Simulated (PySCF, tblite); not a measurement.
**C₈H₁₄NP: geometry, infrared bands and NMR shifts**

Aim: predict the infrared bands and NMR shifts of C₈H₁₄NP (`CCn1cpc(C(C)C)c1`).

Computed with tblite 0.8.0 and PySCF 2.14.0, with density-fitted response routines of our own, on a single molecule in the gas phase. Atoms are numbered from 0 throughout.

## 1. The molecule as given

24 atoms, charge 0, multiplicity 1; geometry from: force field or distance geometry start.

Bonds of the start (Å): C0–C1 1.51, C1–N2 1.47, N2–C3 1.35, C3–P4 1.86, P4–C5 1.76, C5–C6 1.49, C6–C7 1.52, C6–C8 1.51, C5–C9 1.36, C9–N2 1.32, C0–H10 1.13, C0–H11 1.12, C0–H12 1.11, C1–H13 1.11, C1–H14 1.11, C3–H15 1.07, C6–H16 1.11, C7–H17 1.11, C7–H18 1.11, C7–H19 1.10, C8–H20 1.11, C8–H21 1.12, C8–H22 1.12, C9–H23 1.12.

## 2. Geometry optimisation with GFN2-xTB

What the job is given:

```
{"job": {"kind": "relax", "xc": "GFN2-xTB", "basis": "xTB"}, "charge": 0, "multiplicity": 1}
C      3.516700     0.507000     0.383000
C      2.796000    -0.764900     0.017300
N      1.472000    -0.462800    -0.545900
C      1.336500    -0.274000    -1.871000
P     -0.471000     0.073600    -2.111600
C     -0.801200    -0.071000    -0.388900
C     -2.121900     0.094300     0.271600
C     -3.040700    -0.964900    -0.321800
C     -2.672400     1.487900     0.051100
C      0.394800    -0.356500     0.203600
H      3.792400     1.051400    -0.562600
H      2.908000     1.139900     1.076900
H      4.470400     0.298200     0.905500
H      3.375900    -1.262600    -0.785600
H      2.681000    -1.413500     0.916400
H      2.099900    -0.327800    -2.616500
H     -2.007400    -0.055200     1.369500
H     -2.647700    -1.941100     0.041100
H     -2.912400    -0.926700    -1.426500
H     -4.098600    -0.807100    -0.050600
H     -2.558400     1.715600    -1.024500
H     -3.766700     1.544400     0.272100
H     -2.195500     2.237700     0.728600
H      0.438400    -0.501900     1.309800
```

The run is started by

```console
$ OMP_NUM_THREADS=1 python probes_run.py task.json out
```

This one command runs all jobs of the session in turn.

**Question.** This job is followed by: GFN2-xTB harmonic vibrations, gas phase; GIAO PBE0/pcSseg-1 NMR shielding, non-relativistic, gas phase. Predict these results of the whole session: strongest single infrared mode (GFN2-xTB); zero-point energy (GFN2-xTB); 13C shifts against TMS (PBE0/pcSseg-1, means over atoms taken as alike); 1H shifts against TMS (PBE0/pcSseg-1, means over atoms taken as alike); 15N shifts against NH3 (PBE0/pcSseg-1); 31P shifts against H3PO4 (PBE0/pcSseg-1).

**Answer**, as computed:

| quantity | value |
| --- | --- |
| strongest single infrared mode (GFN2-xTB) | 3026 cm⁻¹, 98 km/mol |
| zero-point energy (GFN2-xTB) | 128.1 kcal/mol |
| 13C shifts against TMS (PBE0/pcSseg-1, means over atoms taken as alike) | 169.4, 157.9, 129.0, 50.3, 35.3, 32.0, 21.5 ppm |
| 1H shifts against TMS (PBE0/pcSseg-1, means over atoms taken as alike) | 7.88, 7.20, 4.03, 2.82, 1.42, 1.41 ppm |
| 15N shifts against NH3 (PBE0/pcSseg-1) | 207.6 ppm |
| 31P shifts against H3PO4 (PBE0/pcSseg-1) | 117.1 ppm |

What this shows: Over 51 steps the energy fell by 0.771 eV; of the close pairs, C3–P4 changed most, 1.856 to 1.715 Å. All 66 modes are real, so the xTB geometry is a minimum. GFN2-xTB is a fitted tight-binding method: band positions and strengths are rough. Its intensities can rank the bands wrongly. At PBE0/pcSseg-1: The largest span, 415 ppm, is at P4, where the paramagnetic term is -770 ppm. NICS(1)zz of -26 ppm above the planar ring from N2 marks a diatropic (aromatic) ring current.
